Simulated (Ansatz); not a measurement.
# Na2C: the cost of one run

Method: DFT PBE, scalar-relativistic, plane waves, PAW, in Ansatz 0.2.0.

1 further run of the same task is left out (it didn't finish).

## 1. The system as given

It takes space group Fmmm (No. 69, orthorhombic). The conventional cell has a = 3.224 Å, b = 4.669 Å, c = 13.496 Å, α = 90.00°, β = 90.00°, γ = 90.00°. Na (site symmetry mm2) has 6 Na at 2.73 to 2.84 Å and 2 C at 2.79 Å as nearest neighbours. C (site symmetry mmm) has 4 Na at 2.79 Å and 4 C at 2.84 Å as nearest neighbours.

Coordinates:

```
CELL_PARAMETERS angstrom
0.00000 2.33468 6.74795
1.61215 0.00000 6.74795
1.61215 2.33468 0.00000
ATOMIC_POSITIONS crystal
Na 0.33141 0.33141 0.66859
Na 0.66859 0.66859 0.33141
C 0.00000 0.00000 0.00000
```

The cell is invented: species swapped into a database cell of TiMo2 (Fmmm, No. 69), with C on the Ti sites and Na on the Mo sites. Its size is a rough estimate.

## 2. Probe: one point on a coarse mesh

input.yaml reads:

```yaml
crystal:
  lattice:
    - [0.0, 2.33468274, 6.74794643]
    - [1.61214962, 0.0, 6.74794643]
    - [1.61214962, 2.33468274, 0.0]
  atoms:
    - { symbol: Na, position: [0.33141479, 0.33141479, 0.66858521] }
    - { symbol: Na, position: [0.66858521, 0.66858521, 0.33141479] }
    - { symbol: C, position: [0.0, 0.0, 0.0] }
basis:
  ecutwfc: 420
kpoints:
  mp_grid: { grid: [6, 6, 6] }
hamiltonian:
  xc: pbe
scf:
  occupations: { method: gaussian, width: 0.1 }
  lower_state_search: "off"
output:
  forces: true
  stress: true
  eigenvalues: true
```

Command:

```sh
$ ansatz run input.yaml --threads 1 --pin off --max-ram 2048MiB --backend cpu --events-out ev --progress --plain --runs-dir out
```

What time and memory should one allow on 1 thread of Intel Xeon Platinum 8375C at 2.90GHz (Ice Lake), shared host?

About 1.4 s, with a peak of 0.44 GiB.
